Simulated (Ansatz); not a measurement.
# CH₇B₂FSi: a ladder of functionals and wavefunction methods

An exercise on one series of results from a longer session: the logs are not shown, and one member is left open.

Method: functionals in def2-TZVPP, the program's frozen cores in correlated methods; program: Ansatz 0.2.0, Gaussian basis.

Plan: PBE-D4, r2SCAN-D4, PBE0-D4, B3LYP-D4, ωB97X-V, ωB97M-V, B2PLYP; CCSD(T)/def2-TZVPP; MP2/def2-QZVPP; extrapolation to the limit.

## The geometry

An earlier PBE0-D4 in a triple-zeta def2 set relaxation fixed the geometry.

SMILES `B[SiH2]C(B)F`, 12 atoms, charge 0, spin multiplicity 1.

Atoms are counted from 1 here; the program's logs count them from 0.

Bond lengths: B1–Si2 2.017 Å, B1–H6 1.194 Å, B1–H7 1.193 Å, Si2–C3 1.969 Å, Si2–H8 1.490 Å, Si2–H9 1.485 Å, C3–B4 1.497 Å, C3–F5 1.458 Å, C3–H10 1.087 Å, B4–H11 1.193 Å, B4–H12 1.196 Å. Angles: Si2–B1–H6 118.4°, Si2–B1–H7 120.0°, H6–B1–H7 119.5°, B1–Si2–C3 79.8°, B1–Si2–H8 119.4°, B1–Si2–H9 124.3°, C3–Si2–H8 109.8°, C3–Si2–H9 110.0°, H8–Si2–H9 108.5°, Si2–C3–B4 96.9°, Si2–C3–F5 96.5°, Si2–C3–H10 109.8°, B4–C3–F5 118.2°, B4–C3–H10 124.3°, F5–C3–H10 106.5°, C3–B4–H11 122.2°, C3–B4–H12 115.7°, H11–B4–H12 121.8°.

Set-up of the first run:

in.yaml reads:

```yaml
crystal:
  periodic: [false, false, false]
  atoms:
    - {symbol: B, position_ang: [-1.513017, 0.120581, 1.077506]}
    - {symbol: Si, position_ang: [0.304423, -0.723535, 0.852442]}
    - {symbol: C, position_ang: [0.451103, 0.766564, -0.426539]}
    - {symbol: B, position_ang: [0.886502, -0.048782, -1.604221]}
    - {symbol: F, position_ang: [-0.944828, 1.182609, -0.355140]}
    - {symbol: H, position_ang: [-1.652276, 0.954055, 1.921688]}
    - {symbol: H, position_ang: [-2.475775, -0.397898, 0.600031]}
    - {symbol: H, position_ang: [0.423860, -2.022026, 0.130843]}
    - {symbol: H, position_ang: [1.395680, -0.640444, 1.856184]}
    - {symbol: H, position_ang: [1.035869, 1.570946, 0.011706]}
    - {symbol: H, position_ang: [0.105248, -0.550704, -2.352483]}
    - {symbol: H, position_ang: [2.060211, -0.266468, -1.677914]}
basis:
  gaussian: {orbitals: def2-TZVPP}
hamiltonian: {xc: pbe, dispersion: d4}
output: {forces: true, orbitals: {seedname: orbitals}}
```

Run with:

```console
> ansatz run in.yaml --threads 4 --pin off --events-out ev --progress --plain --max-ram 10444MiB
```

Steps of the session up to this table: PBE-D4 (GGA); r2SCAN-D4 (meta-GGA); PBE0-D4 (hybrid); B3LYP-D4 (hybrid); ωB97X-V (range-separated); ωB97M-V (range-separated); B2PLYP (double hybrid); CCSD(T) in def2-TZVPP; MP2 in def2-QZVPP.

One table of the session follows, with a row left open; its other results are not shown here.

| method | atomisation energy (kJ/mol) |
| --- | --- |
| PBE-D4 | 4113.6 |
| r2SCAN-D4 | 4086.0 |
| PBE0-D4 | 4060.5 |
| B3LYP-D4 | ? |
| ωB97X-V | 4072.2 |
| ωB97M-V | 4073.5 |
| B2PLYP | 4009.9 |
| HF/def2-TZVPP | 3066.8 |
| MP2/def2-TZVPP | 3985.3 |
| CCSD/def2-TZVPP | 3888.7 |
| CCSD(T)/def2-TZVPP | 3940.8 |
| MP2/CBS | 4073.7 |
| CCSD(T)/CBS | 4029.3 |

**Question.** Estimate the row for B3LYP-D4.

The run gave: atomisation energy (kJ/mol): 4064.0. In the column «atomisation energy (kJ/mol)» it lies between PBE0-D4 (4060.5) and ωB97X-V (4072.2).
